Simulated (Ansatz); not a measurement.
Here is an Ansatz input file for C5H7Br, SMILES C=CC/C=C/Br. Write the same calculation for the Python package.

```yaml
crystal:
  periodic: [false, false, false]
  atoms:
    - { symbol: C, position_ang: [-1.8607, 0.7449, -0.1815] }
    - { symbol: C, position_ang: [-1.4223, -0.4506, 0.2376] }
    - { symbol: C, position_ang: [-0.0127, -0.9797, 0.224] }
    - { symbol: C, position_ang: [0.9916, -0.0932, -0.4516] }
    - { symbol: C, position_ang: [2.0047, 0.5061, 0.1848] }
    - { symbol: Br, position_ang: [3.2528, 1.5952, -0.6486] }
    - { symbol: H, position_ang: [-1.1979, 1.4974, -0.5965] }
    - { symbol: H, position_ang: [-2.9135, 1.0023, -0.1108] }
    - { symbol: H, position_ang: [-2.1589, -1.1398, 0.6496] }
    - { symbol: H, position_ang: [-0.0128, -1.9465, -0.2939] }
    - { symbol: H, position_ang: [0.2863, -1.1816, 1.26] }
    - { symbol: H, position_ang: [0.8723, 0.043, -1.5243] }
    - { symbol: H, position_ang: [2.171, 0.4025, 1.251] }
basis:
  gaussian:
    orbitals: def2-SVP
hamiltonian:
  xc: r2scan
relax:
  f_tol: 0.01
  max_steps: 100
```

Script `opt.py`:
```python
# -*- coding: utf-8 -*-
"""Minimum-energy structure of C5H7Br."""

import itertools

import ansatz as az
from ase.data import atomic_numbers, covalent_radii
import numpy as np

GEOMETRY = """
C    -1.86070    0.74490   -0.18150
C    -1.42230   -0.45060    0.23760
C    -0.01270   -0.97970    0.22400
C     0.99160   -0.09320   -0.45160
C     2.00470    0.50610    0.18480
Br    3.25280    1.59520   -0.64860
H    -1.19790    1.49740   -0.59650
H    -2.91350    1.00230   -0.11080
H    -2.15890   -1.13980    0.64960
H    -0.01280   -1.94650   -0.29390
H     0.28630   -1.18160    1.26000
H     0.87230    0.04300   -1.52430
H     2.17100    0.40250    1.25100
"""

geometry = az.Crystal.molecule()
for line in GEOMETRY.strip().splitlines():
    symbol, *xyz = line.split()
    geometry = geometry.atom(symbol, [float(v) for v in xyz])

calc = geometry.calculation().basis(gaussian="def2-SVP").functional("r2scan")
symbols = [site.symbol for site in geometry.cartesian_sites]
start = np.array([site.position_ang for site in geometry.cartesian_sites], dtype=float)
def progress(event):
    if event["event"] == "relax_step":
        row = event["data"]
        print(f"step {row['step']:3d}  E = {row['lagrangian_ev']:.6f} eV  largest force component {row['allowed_force_max_ev_ang']:.4f} eV/A")


rep = calc.relax(force_tolerance=0.01, max_steps=100).session().plan().execute(on_event=progress).report
end = np.array(rep["positions_ang"])

for key in ("converged", "free_energy_ev", "reference_energy_ev", "n_frozen", "n_occupied", "n_virtual"):
    print(f"{key:22s} {rep[key]}")

# pairs closer than 1.2 times the sum of covalent radii, before or after
radius = [covalent_radii[atomic_numbers[s]] for s in symbols]
span = lambda where, i, j: np.linalg.norm(where[i] - where[j])
bonded = [(i, j) for i, j in itertools.combinations(range(len(symbols)), 2) if min(span(start, i, j), span(end, i, j)) < 1.2 * (radius[i] + radius[j])]
print("pair        before    after (A)")
for i, j in bonded:
    print(f"{symbols[i]}{i}-{symbols[j]}{j}".ljust(10), f"{span(start, i, j):8.4f} {span(end, i, j):8.4f}")
for first, second in list(itertools.combinations(bonded, 2)):
    shared = set(first) & set(second)
    if shared and symbols[(j := shared.pop())] != "H":
        i, k = sorted((set(first) | set(second)) - {j})
        u, v = end[i] - end[j], end[k] - end[j]
        angle = np.degrees(np.arccos(np.clip(u @ v / np.linalg.norm(u) / np.linalg.norm(v), -1, 1)))
        print(f"final angle {symbols[i]}{i}-{symbols[j]}{j}-{symbols[k]}{k}: {angle:.2f} deg")

charges = rep["charge_distribution"]
dipole = np.array(charges["dipole_moment_e_ang"]) * 4.803205
print("dipole (D): {:.3f} {:.3f} {:.3f}, length {:.3f}".format(*dipole, np.linalg.norm(dipole)))
print("atom  Mulliken   Lowdin")
for symbol, m, l in zip(symbols, charges["mulliken_charges_e"], charges["lowdin_charges_e"]):
    print(f"{symbol:4s} {m:9.3f} {l:8.3f}")
```

Running `python opt.py` prints:
```text
step   1  E = -75328.260021 eV  largest force component 0.6154 eV/A
step   2  E = -75328.288533 eV  largest force component 0.2897 eV/A
step   3  E = -75328.292917 eV  largest force component 0.1163 eV/A
step   4  E = -75328.271386 eV  largest force component 0.4123 eV/A
step   5  E = -75328.295502 eV  largest force component 0.0535 eV/A
step   6  E = -75328.295888 eV  largest force component 0.0279 eV/A
step   7  E = -75328.295982 eV  largest force component 0.0175 eV/A
step   8  E = -75328.296054 eV  largest force component 0.0126 eV/A
step   9  E = -75328.296071 eV  largest force component 0.0079 eV/A
converged              True
free_energy_ev         -75328.29608168214
reference_energy_ev    -75328.29608168214
n_frozen               0
n_occupied             [36, 36]
n_virtual              [101, 101]
pair        before    after (A)
C0-C1        1.3405   1.3373
C0-H6        1.0853   1.0952
C0-H7        1.0861   1.0936
C1-C2        1.5057   1.5067
C1-H8        1.0896   1.0984
C2-C3        1.5003   1.4986
C2-H9        1.0968   1.1080
C2-H10       1.0970   1.1064
C3-C4        1.3381   1.3358
C3-H11       1.0879   1.0970
C4-Br5       1.8543   1.8902
C4-H12       1.0841   1.0941
final angle C1-C0-H6: 121.70 deg
final angle C1-C0-H7: 121.04 deg
final angle C0-C1-C2: 125.85 deg
final angle C0-C1-H8: 119.15 deg
final angle H6-C0-H7: 117.26 deg
final angle C2-C1-H8: 115.00 deg
final angle C1-C2-C3: 114.71 deg
final angle C1-C2-H9: 108.17 deg
final angle C1-C2-H10: 109.29 deg
final angle C3-C2-H9: 108.92 deg
final angle C3-C2-H10: 110.28 deg
final angle C2-C3-C4: 123.19 deg
final angle C2-C3-H11: 117.18 deg
final angle H9-C2-H10: 105.01 deg
final angle C4-C3-H11: 119.63 deg
final angle C3-C4-Br5: 123.38 deg
final angle C3-C4-H12: 123.80 deg
final angle Br5-C4-H12: 112.82 deg
dipole (D): -1.142 -1.232 0.631, length 1.795
atom  Mulliken   Lowdin
C       -0.071   -0.006
C       -0.150   -0.049
C        0.085    0.011
C       -0.067   -0.056
C       -0.100   -0.179
Br      -0.078    0.167
H        0.055    0.007
H        0.052    0.009
H        0.038    0.017
H        0.058    0.027
H        0.048    0.024
H        0.053    0.020
H        0.077    0.007
```

What to keep in mind:
- Total energies depend on the basis set; only differences at equal settings carry meaning.
- The end point is the stationary point reached from this start; no frequency run checks that it is a minimum, and the basis set is modest.
- The Löwdin charges here are taken after orthogonalising the functions within each atom; they differ from plain Löwdin charges, and their signs can be unphysical.
- Hardware and time: 110 s on 1 thread of Arm Neoverse V1 (shared host), peak memory 0.28 GiB.

(Lines on the test bed's own set-up are left out of the output.)
